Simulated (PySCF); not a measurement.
**SnHClOF2 (SMILES [OH][Sn]([F])([F])[Cl]): a chain of runs**

We compute a series of 12 runs (PBE0-D4/def2-TZVP, MP2/def2-TZVPP, RI-MP2/def2-QZVPP, PBE-D4/def2-TZVPP, r2SCAN-D4/def2-TZVPP, B3LYP-D4/def2-TZVPP, PBE0-D4/def2-TZVPP, wB97M-V/def2-TZVPP, and more) of SnHClOF2. Input form: a Python script.

The calculation is run with PySCF 2.14.0.

1 further run of the same task is left out (for a faulty analytic Hessian).

## 1. The molecule

SnHClOF2: 6 atoms, total charge 0, spin state singlet. As SMILES, `[OH][Sn]([F])([F])[Cl]`. All atoms were displaced at random from a relaxed shape. The run starts from this shape.

Bond lengths: O1–Sn2 1.959 Å, Sn2–F3 1.823 Å, Sn2–F4 1.904 Å, Sn2–Cl5 2.263 Å, O1–H6 0.919 Å. Angles: O1–Sn2–F3 108.0°, O1–Sn2–F4 109.8°, O1–Sn2–Cl5 113.4°, F3–Sn2–F4 109.3°, F3–Sn2–Cl5 107.5°, F4–Sn2–Cl5 108.8°, Sn2–O1–H6 119.1°.

## 2. A geometry optimisation at PBE0-D4/def2-TZVP (density fitting with def2-universal-jkfit, core potential) (run 1)

Input file input.xyz:

```xyz
6

O     -0.503813     0.301208     1.457465
Sn     0.278482    -0.198526    -0.267405
F      1.977292    -0.786360     0.033131
F     -0.742179    -1.598435    -1.056019
Cl     0.405123     1.525028    -1.729074
H     -1.352492     0.652934     1.478032
```

Input file job.py:

```python
from pyscf import gto, dft
from pyscf.geomopt.geometric_solver import kernel as optimise

mol = gto.M(
    atom='input.xyz',
    basis='def2-tzvp',
    verbose=3,
    charge=0,
    max_memory=1860,
    ecp={'Sn': 'def2-svp'},
)

ks = dft.RKS(mol)
ks.xc = 'pbe0'
ks = ks.density_fit(auxbasis='def2-universal-jkfit')
ks.conv_tol = 1e-09
ks.max_cycle = 100
ks.grids.level = 4
ks.disp = 'd4'
converged, mol_eq = optimise(ks, maxsteps=100)
print('converged:', converged)
print(mol_eq.tostring())

ks.reset(mol_eq)
mol = mol_eq
ks.kernel()
etot = ks.e_tot
print(f'total energy: {etot:.8f} hartree')
```

Command:

```bash
$ OMP_NUM_THREADS=1 python job.py
```

Log:

```text
maxiter                   100
[... 30 lines left out ...]
> Convergence Criteria:
[... 18 lines left out ...]
WARN: Mole.unit (angstrom) is changed to Bohr
[... 12 lines left out ...]
Step    0 : Gradient = 4.153e-02/6.261e-02 (rms/max) Energy = -949.8612856040
[... 34 lines left out ...]
converged SCF energy = -949.866741181372
[... 45 lines left out ...]
converged SCF energy = -949.866836095064
[... 45 lines left out ...]
converged SCF energy = -949.866840752438
[... 45 lines left out ...]
converged SCF energy = -949.866839968242
[... 35 lines left out ...]
Converged! =D
[... 1 line left out ...]
converged: True
O          -0.48687343        0.28990158        1.47867278
Sn          0.22694090       -0.18392104       -0.24226935
F           1.94813892       -0.88095600        0.07373589
F          -0.78741031       -1.58342011       -1.01372312
Cl          0.32928861        1.52169348       -1.74907452
H          -1.38304585        0.63787882        1.44222471
converged SCF energy = -949.866840956659
total energy: -949.86684096 hartree
```

Run time: 7.8 min. Hardware: 1 thread of Arm Neoverse V1, shared host; peak memory 1.7 GiB.

Step by step:

```
step  energy from the first frame kept (eV)  largest force (eV/Å)
   0                                 0.0000                3.2198
   1                                -0.1348                0.7968
   2                                -0.1485                0.1617
   3                                -0.1506                0.0945
   4                                -0.1510                0.0259
   5                                -0.1511                0.0174
   6                                -0.1512                0.0217
   7                                -0.1512                0.0181
   8                                -0.1511                0.0108
   9                                -0.1512                0.0119
```

After the run. Bond lengths: O1–Sn2 1.922 Å, Sn2–F3 1.884 Å, Sn2–F4 1.893 Å, Sn2–Cl5 2.278 Å, O1–H6 0.962 Å. Angles: O1–Sn2–F3 106.3°, O1–Sn2–F4 110.4°, O1–Sn2–Cl5 115.1°, F3–Sn2–F4 106.5°, F3–Sn2–Cl5 110.3°, F4–Sn2–Cl5 107.9°, Sn2–O1–H6 113.6°.

## 3. A single-point energy at MP2/def2-TZVPP (core potential) (run 3)

Input file run.py:

```python
# [OH][Sn]([F])([F])[Cl]
from pyscf import gto, scf, mp

mol = gto.M(
    atom='''
O   -0.486873   0.289902   1.478673
Sn   0.226941  -0.183921  -0.242269
F    1.948139  -0.880956   0.073736
F   -0.787410  -1.583420  -1.013723
Cl   0.329289   1.521693  -1.749075
H   -1.383046   0.637879   1.442225
''',
    ecp={'Sn': 'def2-svp'},
    verbose=3,
    charge=0,
    max_memory=1860,
    spin=0,
    basis='def2-tzvpp',
)

mf = scf.RHF(mol)
mf.conv_tol = 1e-10
mf.kernel()
if not mf.converged:
    mf = mf.newton().run(mf.mo_coeff, mf.mo_occ)

pt = mp.MP2(mf, frozen=12).run()
energy = pt.e_tot
print('E = %.10f Eh' % energy)
```

Command:

```bash
$ OMP_NUM_THREADS=1 python run.py
```

Log:

```text
converged SCF energy = -947.441088282415
E(RMP2) = -948.6841913754  E_corr = -1.24310309298554
E(SCS-RMP2) = -948.627347125309  E_corr = -1.18625884289415
E = -948.6841913754 Eh
```

Wall time 73 s (1 thread of Arm Neoverse V1, shared host); peak memory 3 GiB.

Runs 4 to 9 aren't shown in full; the table further down has their settings and results.

## 4. The energy at B2PLYP/def2-TZVPP (core potential) (run 10)

Input file geometry.xyz:

```xyz
6
ClF2HOSn
O     -0.486873     0.289902     1.478673
Sn     0.226941    -0.183921    -0.242269
F      1.948139    -0.880956     0.073736
F     -0.787410    -1.583420    -1.013723
Cl     0.329289     1.521693    -1.749075
H     -1.383046     0.637879     1.442225
```

Input file calc.py:

```python
from pyscf import gto, dft, mp

mol = gto.M(
    atom='geometry.xyz',
    max_memory=1860,
    ecp={'Sn': 'def2-svp'},
    verbose=3,
    basis='def2-tzvpp',
    spin=0,
)

mf = dft.RKS(mol)
mf.xc = '0.53*HF + 0.47*B88, 0.73*LYP'
mf.grids.level = 5
mf.conv_tol = 1e-10
mf.kernel()
if not mf.converged:
    mf = mf.newton().run(mf.mo_coeff, mf.mo_occ)

pt = mp.MP2(mf, frozen=12).run()
etot = mf.e_tot + 0.27 * pt.e_corr
print('PT2 part  %.8f' % (0.27 * pt.e_corr))
print('Final energy', etot)
```

Command:

```bash
$ OMP_NUM_THREADS=1 python calc.py
```

Log:

```text
converged SCF energy = -949.392405833927

E(RMP2) = -950.88495136032  E_corr = -1.49254552639284
E(SCS-RMP2) = -950.813459899497  E_corr = -1.42105406556975
PT2 part  -0.40298729
Final energy -949.7953931260535
```

It took 2 min on 1 thread of Arm Neoverse V1, shared host; peak memory 3 GiB.

Runs 11 to 12 aren't shown in full; the table further down has their settings and results.

## 5. The energy at HF/STO-3G (run 13)

Input file input.py:

```python
from pyscf import gto

molecule = gto.M(
    atom='''
O     -0.486873     0.289902     1.478673
Sn     0.226941    -0.183921    -0.242269
F      1.948139    -0.880956     0.073736
F     -0.787410    -1.583420    -1.013723
Cl     0.329289     1.521693    -1.749075
H     -1.383046     0.637879     1.442225
''',
    basis='sto-3g',
    max_memory=1860,
    verbose=3,
)

calc0 = molecule.RHF()
calc0.conv_tol = 1e-10
calc0.kernel()
if not calc0.converged:
    calc0 = calc0.newton().run(calc0.mo_coeff, calc0.mo_occ)

e_final = calc0.e_tot
print('E = %.10f Eh' % e_final)
```

Command:

```bash
$ OMP_NUM_THREADS=1 python input.py
```

Log:

```text
converged SCF energy = -6688.47222759954
E = -6688.4722275995 Eh
```

Wall time 1.4 s (1 thread of Arm Neoverse V1, shared host); peak memory 0.13 GiB.

## 6. Overview of the runs

```
run                                                                          level      task  integral approximation   energy (Eh)  dipole moment (D) of the reference  HOMO energy (eV)  LUMO energy (eV)  wall time
  1  PBE0-D4/def2-TZVP (density fitting with def2-universal-jkfit, core potential)  optimise    def2-universal-jkfit   -949.866841                                2.61            -10.08             -2.90    7.8 min
  3                                                MP2/def2-TZVPP (core potential)    energy                    none   -948.684191                                2.77            -13.72              0.96       73 s
  4  RI-MP2/def2-QZVPP (density fitting with def2-universal-jkfit, core potential)    energy    def2-universal-jkfit   -949.022942                                2.70            -13.70              0.76       27 s
  5                                             PBE-D4/def2-TZVPP (core potential)    energy                    none   -949.831967                                2.47             -8.37             -3.86       82 s
  6                                          r2SCAN-D4/def2-TZVPP (core potential)    energy                    none   -950.219564                                2.52             -8.81             -3.64    2.8 min
  7                                           B3LYP-D4/def2-TZVPP (core potential)    energy                    none   -950.372947                                2.59             -9.79             -3.25       83 s
  8                                            PBE0-D4/def2-TZVPP (core potential)    energy                    none   -949.868609                                2.58            -10.08             -2.90       88 s
  9                                            wB97M-V/def2-TZVPP (core potential)    energy                    none   -950.146812                                2.57            -12.42             -0.79    5.4 min
 10                                             B2PLYP/def2-TZVPP (core potential)    energy                    none   -949.795393                                2.69            -11.46             -1.56      2 min
 11                                              SVWN5/def2-TZVPP (core potential)    energy                    none   -946.678897                                2.57             -8.61             -4.25       56 s
 12                                             M06-2X/def2-TZVPP (core potential)    energy                    none   -950.114253                                2.65            -11.60             -1.81    2.7 min
 13                                                                      HF/STO-3G    energy                    none  -6688.472228                                1.91             -9.94              6.98      1.4 s
```

## 7. What came out

| quantity | value |
| --- | --- |
| run 13, HF/STO-3G: total energy | -6688.47223 Eh |
| run 13, HF/STO-3G: dipole moment | 1.91 D |
| run 13, HF/STO-3G: HOMO energy | -9.94 eV |
| run 13, HF/STO-3G: LUMO energy | 6.98 eV |
| run 13, HF/STO-3G: HOMO–LUMO gap | 16.93 eV |

In words: Over runs 5, 6, 7, 8, 9, 10, 11, 12, 13 the dipole moment (its size) runs from 1.91 D (HF/STO-3G) to 2.69 D (B2PLYP/def2-TZVPP). The two ends differ in method and basis and core potential. A double hybrid's value is that of its SCF part. Over runs 5, 6, 7, 8, 9, 10, 11, 12, 13 the HOMO–LUMO gap runs from 4.36 eV (SVWN5/def2-TZVPP) to 16.93 eV (HF/STO-3G). Totals of different functionals can't be ranked against each other. Some runs of one species differ in core potentials or relativity; totals across that change don't compare. In run 13 the basis is minimal, so the values are rough. In run 13 relativity is left out where basis or elements ask for it. All runs together took 28 min, the longest 7.8 min.
